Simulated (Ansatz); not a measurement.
# AsH (triplet): the correlation ladder, aug-cc-pVTZ

The task here is to estimate one member of a computed series from the others.

Computed with Ansatz 0.2.0, Gaussian basis. Level: aug-cc-pVTZ, core rule «outside noble gas», up to 14 orbitals frozen.

To be run: UHF; CCSD(T) on ROHF; CCSD(T) on UHF; BCCD(T) on ROHF; CCSDT(Q) on ROHF; CCSDT(Q) on UHF; CASSCF and MRCISD+Q, 6 electrons in 5 orbitals; CASSCF and MRCISD+Q(relaxed), 6 electrons in 5 orbitals; CASSCF and NEVPT2, 6 electrons in 5 orbitals.

13 further runs of the same task are left out: 5 that didn't finish, 8 set aside as unsound or not needed. Runs told in other sessions of the task aren't counted.

### The system

The geometry is a PBE0/def2-TZVPD stationary point (not a proven minimum) of the parent state, kept for this charge and spin. No spin-orbit coupling is included. The filled d shell of As may be among the frozen orbitals whatever the setting's name suggests.

2 atoms, charge 0, spin multiplicity 3.

Atoms are counted from 1 here; the program's logs count them from 0.

Bond lengths: As1–H2 1.548 Å.

Set-up of the first run:

Input file in.yaml:

```yaml
crystal:
  periodic: [false, false, false]
  atoms:
    - {symbol: As, position_ang: [0.000000, 0.000000, 0.000000]}
    - {symbol: H, position_ang: [0.000000, 0.000000, 1.547800]}
basis:
  gaussian: {orbitals: aug-cc-pVTZ}
magnetization: {spin_polarized: true, initial_magnetization: 2}
hamiltonian: {xc: hf}
output: {orbitals: {seedname: orbitals}}
```

Command:

```console
> ansatz run in.yaml --threads 1 --pin off --events-out ev --progress --plain --max-ram 2393MiB
```

Among the steps run: UHF; CCSD(T) on ROHF; CCSD(T) on UHF; BCCD(T) on ROHF; CCSDT(Q) on ROHF; CCSDT(Q) on UHF; CASSCF and MRCISD+Q, 6 electrons in 5 orbitals; CASSCF and MRCISD+Q(relaxed), 6 electrons in 5 orbitals; CASSCF and NEVPT2, 6 electrons in 5 orbitals.

One of the session's tables, all rows but one given; the rest of the session is left out.

| method | from UCCSDT(Q) (kcal/mol) |
| --- | --- |
| ROHF | +81.32 |
| UHF | +77.47 |
| RMP2 | +15.57 |
| UMP2 | ? |
| RCCSD | +3.36 |
| UCCSD | +3.04 |
| RCCSD(T) | +0.76 |
| UCCSD(T) | +0.55 |
| BCCD(T) | +0.76 |
| RCCSDT | +0.30 |
| UCCSDT | +0.07 |
| RCCSDT(Q) | +0.22 |
| UCCSDT(Q) | 0 |
| CASSCF valence | +68.37 |
| NEVPT2 valence | +15.61 |
| MRCISD valence | +4.29 |
| MRCISD+Q valence | +0.53 |
| MRCISD+Q(relaxed) valence | +0.34 |

Estimate the missing values for UMP2.

As computed: from UCCSDT(Q) (kcal/mol): +16.05. In the column «from UCCSDT(Q) (kcal/mol)» it lies between NEVPT2 valence (+15.61) and CASSCF valence (+68.37).

Caveats from the session: Restricted and unrestricted rows rest on different reference determinants; a gap between their highest levels can come from leftover correlation error, from unlike frozen cores or from another state.
